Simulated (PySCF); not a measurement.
**A gas-phase reaction: ClHOZn + H3N → ClH2NZn + H2O**

Aim: the reaction energy of `[OH][Zn][Cl]` + `N` → `[NH2][Zn][Cl]` + `O`.

Programs: PySCF 2.14.0. All values are calculated, for the isolated system unless a continuum is named. Atoms count from 0, parts from 1.

## 1. Starting point

Each species was relaxed by itself at PBE0-D3(BJ)/def2-SVPD.

## 2. Energies of the species: wB97M-D3(BJ)/def2-TZVPD

Job settings and geometry (Å):

```
{"job": {"kind": "react", "xc": "wB97M-D3(BJ)", "basis": "def2-TZVPD"}, "charge": 0, "multiplicity": 1}
-1 ClHOZn charge 0 multiplicity 1
O     -0.830330    -0.942930    -0.380040
Zn     0.112290     0.420510     0.256110
Cl     1.107180     2.087650     1.087660
H     -0.389150    -1.565220    -0.963730

-1 H3N charge 0 multiplicity 1
N      0.006330    -0.000800     0.284480
H     -0.549120    -0.765000    -0.088800
H     -0.385280     0.861010    -0.084020
H      0.940880    -0.093830    -0.102590

+1 ClH2NZn charge 0 multiplicity 1
N     -0.355910     0.845940    -0.077530
Zn     0.365690    -0.789200     0.137900
Cl     1.236290    -2.695700     0.447290
H      0.081320     1.583030    -0.613080
H     -1.327360     1.055900     0.105420

+1 H2O charge 0 multiplicity 1
O      0.004210     0.389380     0.001540
H     -0.764960    -0.186430     0.001050
H      0.760740    -0.202910    -0.002650
```

With the program's defaults for keys left out, this is: wB97M-D3(BJ)/def2-TZVPD reaction energy of separated species, gas phase.

Command:

```sh
$ OMP_NUM_THREADS=1 python cluster_run.py task.json out
```

The driver reads the jobs from task.json and runs them one after another.

**Question.** The jobs that follow are: PBE0-D3(BJ)/def2-TZVPD reaction energy of separated species, gas phase; MP2/def2-TZVPD reaction energy of separated species, gas phase. Predict: reaction energy (wB97M-D3(BJ)/def2-TZVPD); ΔH, ΔG at 298 K (xTB thermal terms). Thermal terms come from harmonic xTB runs on each species.

The runs gave:

| quantity | value |
| --- | --- |
| reaction energy (wB97M-D3(BJ)/def2-TZVPD) | 4.70 kcal/mol |
| ΔH, ΔG at 298 K (xTB thermal terms) | +3.9, +3.5 kcal/mol |
| range of the reaction energy over the runs of this table | 4.31 to 4.70 kcal/mol |

The reaction is endothermic by 3.9 kcal/mol in the gas phase; dispersion gives -0.19, and xTB itself gave 4.29 for the electronic energy (xTB energies and thermal terms come from the earlier relaxation of each species, not shown). No barrier was sought. The reaction energy runs from 4.31 (MP2/def2-TZVPD) to 4.70 kcal/mol (wB97M-D3(BJ)/def2-TZVPD).
